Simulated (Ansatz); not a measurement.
# B2W: response to strain

B2W is deformed so: zz strain of +2 %. What stress and forces result, by LAPW, PAW and all-electron datasets made for the crystal?

Computed with Ansatz 0.2.0 (DFT LDA, scalar-relativistic, unless a step's input says otherwise).

## 1. The system as given

Symmetry: P6/mmm, No. 191, hexagonal system. Conventional cell: a = 3.020 Å, b = 3.020 Å, c = 3.050 Å, α = 90.00°, β = 90.00°, γ = 120.00°. B (site symmetry -6m2) is surrounded by 3 B at 1.74 Å and 6 W at 2.32 Å. W (site symmetry 6/mmm) is surrounded by 12 B at 2.32 Å.

Structure file:

```xyz
3
Lattice="3.0200 0.0000 0.0000 -1.5100 2.6154 0.0000 0.0000 0.0000 3.0500" Properties=species:S:1:pos:R:3 pbc="T T T"
B     0.0000    1.7436    1.5250
B     1.5100    0.8718    1.5250
W     0.0000    0.0000    0.0000
```

Atoms are numbered in the order of the input: B1, B2, W3.

## 2. After the deformation

Space group P6/mmm before, P6/mmm after.

## 3. LAPW, all electrons

Input file input.yaml:

```yaml
crystal:
  lattice:
    - [3.0200014205, 0.0, 0.0]
    - [-1.5100007103, 2.6153979496, 0.0]
    - [0.0, 0.0, 3.111]
  atoms:
    - { symbol: B, position: [0.3333333333, 0.6666666667, 0.5] }
    - { symbol: B, position: [0.6666666667, 0.3333333333, 0.5] }
    - { symbol: W, position: [0.0, 0.0, 0.0] }
kpoints:
  mp_grid: { grid: [14, 14, 12] }
  band_path:
    path:
      - [0.0, 0.0, 0.0]
      - [0.5, 0.0, 0.0]
      - [0.3333333333, 0.3333333333, 0.0]
      - [0.0, 0.0, 0.0]
      - [0.0, 0.0, 0.5]
      - [0.5, 0.0, 0.5]
      - [0.3333333333, 0.3333333333, 0.5]
      - [0.0, 0.0, 0.5]
      - [0.5, 0.0, 0.5]
    npoints: 5
scf:
  occupations: { method: fermi_dirac, width: 0.05 }
hamiltonian:
  xc: lda
  pseudopotentials: { kind: all_electron, lapw: { basis_error: 0.0005 } }
output:
  forces: true
  stress: true
  eigenvalues: true
```

Command:

```console
ansatz run input.yaml --threads 1 --pin off --max-ram 4096MiB --backend cpu --events-out ev --progress --plain --runs-dir out
```

The program printed, shortened:

```text
LAPW: plane waves up to 9.558 Å⁻¹, error target 5.0e-4 eV per atom; small_component_spin mean_spin; B in spheres of 0.872 Å, 5 of its electrons in bands, Dirac shells []; W in spheres of 1.311 Å, 44 of its electrons in bands, Dirac shells []
[...]
Pseudopotentials: kind: all_electron
Pseudopotential: B, LAPW, valence charge 5, Koelling and Harmon's equation, gaussian nucleus
Pseudopotential: W, LAPW, valence charge 44, Koelling and Harmon's equation, gaussian nucleus
Functional definition: SPW92
[...]
Crystal: 3 atoms, lattice volume = 24.572 Å³
Basis set: ecut = 348.07329260663226 eV, 387 PW (Γ), exchange–correlation at level 2
Bands: 33, of which v1, the nominal top of the filled ones, is band 27 counted from 1 (26 counted from 0)
Symmetry: 24 space group operations
Space group: P6/mmm (ITA 191), of the structure as read, at distance tolerance 2.9e-5 Å
k-points: 168 of 2352
[...]
SCF iter   1: F=—  HF=-440289.688155 eV  |F-HF|=—  |Δ(HF+E_count)|=         —  Δρ=1.07e-1  dr2=4.79e0  ethr=8.87e-3  ⟨swp⟩=2.0  Hψ=35681  notcnv=0
[...]
the basis was enlarged: its passes take 97.5 KiB over the memory plan, 1 of 1 planned eigensolver slots
[...]
SCF iter   8: F=-440287.926112 eV  HF=-440287.926112 eV  |F-HF|=6.05e-9  |Δ(HF+E_count)|=   7.74e-9  Δρ=7.58e-6  dr2=8.66e-9  ethr=1.90e-10  ⟨swp⟩=3.0  Hψ=16098  notcnv=0
[...]
NSCF: frozen V_eff on 41 k-points
SCF converged after 8 iterations
Free energy (F): -440287.926112 eV
[...]
E sigma→0 (E₀):  -440287.920397 eV
Entropy (-TS):   -0.011429 eV (-3.810 meV/atom)
Fermi energy:    26.489748 eV
[...]
--- Forces (eV/Å), atoms counted from 1 ---
  atom   1  B     -0.00000000    -0.00000000    -0.00000000
  atom   2  B      0.00000000     0.00000000     0.00000000
  atom   3  W      0.00000000     0.00000000     0.00000000
[...]
--- Stress (GPa, compression-positive) ---
        9.793696       0.000000      -0.000000
        0.000000       9.793696      -0.000000
       -0.000000      -0.000000      21.450382
  P = ⅓ Tr σ = 13.6793 GPa (136.793 kbar)
--- Band table (eV; the first three rows and the last of 168) ---
[...]
```

Run time: 58 s. Hardware: 1 thread of Arm Neoverse V1, shared host; peak memory 0.65 GiB.

In short: pressure 13.68 GPa; no gap.

## 4. Frozen-core PAW

Input file input.yaml:

```yaml
crystal:
  lattice:
    - [3.0200014205, 0.0, 0.0]
    - [-1.5100007103, 2.6153979496, 0.0]
    - [0.0, 0.0, 3.111]
  atoms:
    - { symbol: B, position: [0.3333333333, 0.6666666667, 0.5] }
    - { symbol: B, position: [0.6666666667, 0.3333333333, 0.5] }
    - { symbol: W, position: [0.0, 0.0, 0.0] }
kpoints:
  mp_grid: { grid: [14, 14, 12] }
scf:
  occupations: { method: fermi_dirac, width: 0.05 }
hamiltonian:
  xc: lda
  pseudopotentials: { kind: paw }
output:
  forces: true
  stress: true
  eigenvalues: true
  efg: { contact_densities: true }
```

Command:

```console
ansatz run input.yaml --threads 1 --pin off --max-ram 4096MiB --backend cpu --events-out ev --progress --plain --runs-dir out
```

The program printed, shortened:

```text
W: output.efg is read without spin–orbit coupling, which moves field gradients at and beside such atoms by some per cent and up to a factor of two; PAW files take it under magnetization.noncollinear and magnetization.spin_orbit
[...]
Pseudopotentials: kind: paw
Pseudopotential: B, paw, valence charge 3, recommended cutoff 420 eV (normal)
Pseudopotential: W, paw, valence charge 14, recommended cutoff 420 eV (normal)
[... 1 set-up line as earlier in the session ...]
[...]
Crystal: 3 atoms, lattice volume = 24.572 Å³
Basis set: ecut = 420 eV, 479 PW (Γ)
Bands: 14, of which v1, the nominal top of the filled ones, is band 10 counted from 1 (9 counted from 0)
[... 2 set-up lines as earlier in the session ...]
k-points: 168 of 2352
[...]
--- Stress (GPa, compression-positive) ---
        9.913236       0.000000      -0.000000
        0.000000       9.913236      -0.000000
       -0.000000      -0.000000      21.630742
  P = ⅓ Tr σ = 13.8191 GPa (138.191 kbar)
--- PAW observables at the nuclei: V_zz in 10²¹ V/m², potentials from the cell's mean, atoms counted from 1 ---
  atom   1  B  V_zz =    +0.118666   η = 0.0000   by run symmetry: allowed
            electrostatic potential = -341.107820 V   contact ρ = 474.992777 e/Å³
  atom   2  B  V_zz =    +0.118666   η = 0.0000   by run symmetry: allowed
            electrostatic potential = -341.107820 V   contact ρ = 474.992777 e/Å³
  atom   3  W  V_zz =    +4.435455   η = 0.0000   by run symmetry: allowed
            electrostatic potential = -14818.504484 V   contact ρ = 8788573.672381 e/Å³
--- Band table (eV; the first three rows and the last of 168) ---
  k-point 0: bands = ["-52.9969", "-17.3759", "-17.0727", "-17.0727", "5.6416", "16.0135", "16.0896", "16.0896", "18.2095", "22.4150", "22.4150", "25.1370", "25.1370", "25.7055"]
[...]
```

Run time: 5.3 s. Hardware: 1 thread of Arm Neoverse V1, shared host; peak memory 0.38 GiB.

Result: pressure 13.82 GPa; no gap; Vzz B1 0.12 (η = 0.00), W3 4.44 (η = 0.00) (10²¹ V/m²).

## 5. All-electron PAW on datasets made for the crystal

Changes to input.yaml since step 4:

```diff
@@ -15,3 +15,3 @@
   xc: lda
-  pseudopotentials: { kind: paw }
+  pseudopotentials: { kind: all_electron, datasets: crystal }
 output:
```

Command:

```console
ansatz run input.yaml --threads 1 --pin off --max-ram 4096MiB --backend cpu --events-out ev --progress --plain --runs-dir out
```

The program printed:

```text
hamiltonian.pseudopotentials.datasets: crystal makes datasets for this crystal and solves the spheres of its atoms anew in each pass: cutoff 380.0 eV, the density's 1520.0 eV; for an error of 0.50 meV an atom under PBE, 1.5 meV for the cell; an energy difference from a run of another recipe may be off by several times the error for the cell, under r2SCAN by more, where some 0.1 meV an atom stays at smaller errors; B in spheres of 0.868 Å, 3 of its electrons in bands; W in spheres of 1.376 Å, 6 of its electrons in bands, 22 on its site; only band paths and densities of states list, in semicore columns, the levels of the semicore shells that are solved separately: 4f of W, 5s of W, 5p of W
W: output.efg is read without spin–orbit coupling, which moves field gradients at and beside such atoms by some per cent and up to a factor of two; PAW files take it under magnetization.noncollinear and magnetization.spin_orbit
Engine: ansatz 0.2.0
[... 1 set-up line as earlier in the session ...]
Pseudopotential: B, paw, valence charge 3, recommended cutoff 380 eV (normal), Koelling and Harmon's equation, gaussian nucleus
Pseudopotential: W, paw, valence charge 28, recommended cutoff 380 eV (normal), Koelling and Harmon's equation, gaussian nucleus
[... 1 set-up line as earlier in the session ...]
  exchange = slater_x
  correlation = pw_c
Crystal: 3 atoms, lattice volume = 24.572 Å³
Basis set: ecut = 380 eV, 405 PW (Γ)
Bands: 10, of which v1, the nominal top of the filled ones, is band 6 counted from 1 (5 counted from 0)
[... 2 set-up lines as earlier in the session ...]
k-points: 168 of 2352
Non-local potential: B, projectors of the file, l = 0: 1, l = 1: 1
Non-local potential: W, projectors of the file, l = 0: 1, l = 1: 1, l = 2: 2
PAW form: soft (Blöchl's): semilocal exchange-correlation on the pseudo side does not see the compensation charge
PAW one-centre angular grid: B, 110 points (default); XC on its mesh's 1929 points in the sphere
PAW one-centre angular grid: W, 590 points (default); XC on its mesh's 1823 points in the sphere
Initial density: superposition of atomic densities (neutral atoms: chi_scale 0, normalization atom)
Initial wavefunctions: pseudopotential atomic-orbital guess
Functional: x = slater, c = lda
iter 1 solved again at ethr=9.23e-2 eV; its pass at ethr=1.00e-1 eV (dr2=1.11e1 eV) is discarded
SCF iter   1: F=—  HF=-440291.150214 eV  |F-HF|=—  |Δ(HF+E_count)|=         —  Δρ=1.70e-1  dr2=1.28e1  ethr=9.23e-2  ⟨swp⟩=2.0  Hψ=10169  notcnv=0
preconditioner: auto → none  [metal: Δε(μ)=0.006 eV  Ē_g=11.242 eV  σ=0.050 eV  W_gap=0.03  n_scr=8 (ndim 8)  ℏωp=25.9 eV  f_vac=0.000  D(μ)=0.71/eV (n_scr^D=2)  sad-step TF]
SCF iter   2: F=—  HF=-440288.421345 eV  |F-HF|=—  |Δ(HF+E_count)|=    2.73e0  Δρ=7.41e-2  dr2=2.40e0  ethr=9.23e-2  ⟨swp⟩=2.0  Hψ=3361  notcnv=0
SCF iter   3: F=—  HF=-440288.089703 eV  |F-HF|=—  |Δ(HF+E_count)|=   3.32e-1  Δρ=3.90e-2  dr2=6.56e-1  ethr=2.00e-2  ⟨swp⟩=3.7  Hψ=5088  notcnv=0  defer=4
iter 4 solved again at ethr=1.39e-4 eV; its pass at ethr=5.46e-3 eV (dr2=1.67e-2 eV) is discarded
SCF iter   4: F=—  HF=-440287.932955 eV  |F-HF|=—  |Δ(HF+E_count)|=   1.57e-1  Δρ=7.20e-3  dr2=2.21e-2  ethr=1.39e-4  ⟨swp⟩=3.4  Hψ=9358  notcnv=0  defer=12
eigensolver tolerance schedule calibrated: the retry pair's looser diagonalisation under-reported the residual by θ = 0.24 (0.15/decade); ethr = c·dr2/N_el runs at the constant in force after the calibration composes with the one it found (an armed cap, an earlier calibration), c = 4.3e-2
SCF iter   5: F=—  HF=-440287.926618 eV  |F-HF|=—  |Δ(HF+E_count)|=   6.34e-3  Δρ=3.51e-3  dr2=4.69e-3  ethr=7.98e-5  ⟨swp⟩=2.5  Hψ=3430  notcnv=0  defer=22
SCF iter   6: F=—  HF=-440287.926634 eV  |F-HF|=—  |Δ(HF+E_count)|=   1.61e-5  Δρ=1.32e-3  dr2=5.13e-4  ethr=1.70e-5  ⟨swp⟩=3.2  Hψ=3727  notcnv=0  defer=7
SCF iter   7: F=—  HF=-440287.926472 eV  |F-HF|=—  |Δ(HF+E_count)|=   1.62e-4  Δρ=4.70e-4  dr2=8.38e-5  ethr=1.86e-6  ⟨swp⟩=3.2  Hψ=5007  notcnv=0  defer=4
SCF iter   8: F=—  HF=-440287.926449 eV  |F-HF|=—  |Δ(HF+E_count)|=   2.33e-5  Δρ=1.95e-4  dr2=1.58e-5  ethr=3.03e-7  ⟨swp⟩=2.5  Hψ=2885  notcnv=0  defer=4
SCF iter   9: F=—  HF=-440287.926445 eV  |F-HF|=—  |Δ(HF+E_count)|=   3.90e-6  Δρ=3.00e-5  dr2=3.04e-7  ethr=5.73e-8  ⟨swp⟩=3.5  Hψ=3858  notcnv=0  defer=4
SCF iter  10: F=—  HF=-440287.926445 eV  |F-HF|=—  |Δ(HF+E_count)|=   5.91e-8  Δρ=1.85e-5  dr2=1.42e-7  ethr=1.10e-9  ⟨swp⟩=3.1  Hψ=3277  notcnv=0  defer=1
SCF iter  11: F=-440287.926445 eV  HF=-440287.926445 eV  |F-HF|=2.97e-9  |Δ(HF+E_count)|=   3.63e-8  Δρ=2.90e-6  dr2=3.63e-9  ethr=5.13e-10  ⟨swp⟩=3.0  Hψ=3316  notcnv=0  defer=1
SCF 1 converged in 11 iterations: F = -440287.926448 eV  dr2 = 3.63e-9
  Residual-converged pass: ⟨swp⟩=4.1  Hψ=4259  notcnv=0  max |occ|·‖R‖ = 6.4e-6 eV (tolerance 6.5e-6 eV)  dr2=2.84e-9  dr2_onsite=7.42e-10  max |Δocc| = 1.7e-9
SCF converged after 11 iterations
Free energy (F): -440287.926448 eV
Harris-Foulkes:  -440287.926448 eV  (|F-HF|=2.97e-9)
Internal energy: -440287.915019 eV  (E = F + TS)
E sigma→0 (E₀):  -440287.920733 eV
Entropy (-TS):   -0.011429 eV (-3.810 meV/atom)
Past the cutoff: the bands carry plane waves up to 1.75 times it, of which those up to 1.5 times it add -0.000209 eV an atom, each by itself; the spheres take 0.000097 eV an atom off the energy for waves past 1.75 times it
By the cutoff:   a pressure is off by up to 0.007 GPa (1.2 times the spheres' own share and the shells' term, over an atom's volume, and 0.004 GPa: a bound that held against runs at twice the plane waves)
Past the cutoffs: a stress includes 0.0037 GPa for waves and charges beyond them, in addition to the slope of what the spheres take
In the spheres:  the bands' charges fall short by 1.1e-6 e at most (sound up to 1e-3), those of shells solved beside the bands by 3.3e-7 e (sound up to 5e-4)
Fermi energy:    26.489721 eV
--- Per-component energies (eV) ---
  The terms above E_closure are by the made datasets' own strengths, without shells solved beside the bands.
--- Forces (eV/Å), atoms counted from 1 ---
  atom   1  B     -0.00000000     0.00000000    -0.00000000
  atom   2  B      0.00000000     0.00000000     0.00000000
  atom   3  W     -0.00000000     0.00000000     0.00000000
  max |Σ_I F_I| component: 7.40e-17 eV/Å
--- Stress (GPa, compression-positive) ---
        9.795532       0.000000      -0.000000
        0.000000       9.795532      -0.000000
       -0.000000      -0.000000      21.452086
  P = ⅓ Tr σ = 13.6811 GPa (136.811 kbar)
  It holds what live shells' own plane waves past their cutoff add
--- PAW observables at the nuclei: V_zz in 10²¹ V/m², potentials from the cell's mean, atoms counted from 1 ---
  atom   1  B  V_zz =    +0.149496   η = 0.0000   by run symmetry: allowed
            electrostatic potential = -339.070348 V   contact ρ = 475.021115 e/Å³
  atom   2  B  V_zz =    +0.149496   η = 0.0000   by run symmetry: allowed
            electrostatic potential = -339.070348 V   contact ρ = 475.021115 e/Å³
  atom   3  W  V_zz =    +5.029795   η = 0.0000   by run symmetry: allowed
            electrostatic potential = -14812.217278 V   contact ρ = 8783937.294550 e/Å³
--- Band table (eV; the first three rows and the last of 168) ---
  k-point 0: bands = ["10.0452", "20.4163", "20.4895", "20.4895", "22.6134", "26.8157", "26.8157", "29.5352", "29.5352", "30.1043"]
  k-point 1: bands = ["10.1832", "20.0333", "20.5840", "20.5840", "22.9164", "26.2446", "26.2446", "29.2172", "29.2172", "30.5435"]
  k-point 2: bands = ["10.5846", "19.1545", "20.8664", "20.8664", "23.6099", "25.2412", "25.2412", "28.3830", "28.3830", "30.4330"]
  k-point 167: bands = ["14.5785", "15.2495", "19.0907", "20.2565", "20.6316", "28.2020", "29.8599", "30.7059", "31.0244", "31.6448"]
  guard bands above this table: 0 of the run's 10 bands, where the rule asks 2: the bands that hold charge and the lowest empty level above them stay in the table. A level can be missing at the table's top as with no guard band: raise scf.n_extra_bands
```

Run time: 55 s. Hardware: 1 thread of Arm Neoverse V1, shared host; peak memory 0.99 GiB.

Result: pressure 13.68 GPa; no gap; Vzz B1 0.15 (η = 0.00), W3 5.03 (η = 0.00) (10²¹ V/m²).

## 6. Side by side

Stress (GPa, compression positive):

```
          method    xx    yy     zz    yz    xz    xy
            LAPW  9.79  9.79  21.45  0.00  0.00  0.00
             PAW  9.91  9.91  21.63  0.00  0.00  0.00
crystal datasets  9.80  9.80  21.45  0.00  0.00  0.00
```

| method | pressure (GPa) | Vzz B1 (10²¹ V/m²) | Vzz W3 (10²¹ V/m²) | SCF cycles, by the record's count |
| --- | --- | --- | --- | --- |
| LAPW | 13.68 | – | – | 8 |
| PAW | 13.82 | 0.12 | 4.44 | 6 |
| crystal datasets | 13.68 | 0.15 | 5.03 | 11 |

## 7. Outcome

| quantity | value |
| --- | --- |
| pressure | LAPW 13.68, PAW 13.82, crystal datasets 13.68 GPa |
| largest shear or deviatoric stress (LAPW) | 7.77 GPa |

In words: The largest part of the stress beyond the pressure is 7.77 GPa in size, in the zz component; the atoms are carried along and not relaxed. No run of the undeformed cell stands beside it, so pressure and stress hold what the given cell had before the change, as far as its symmetry allows. PAW: stress within 0.19 GPa of LAPW. Crystal datasets: stress within 0.01 GPa of LAPW. Spin-orbit coupling is left out, though the cell holds W; in elements this heavy it can shift bands and gaps by tenths of an eV.
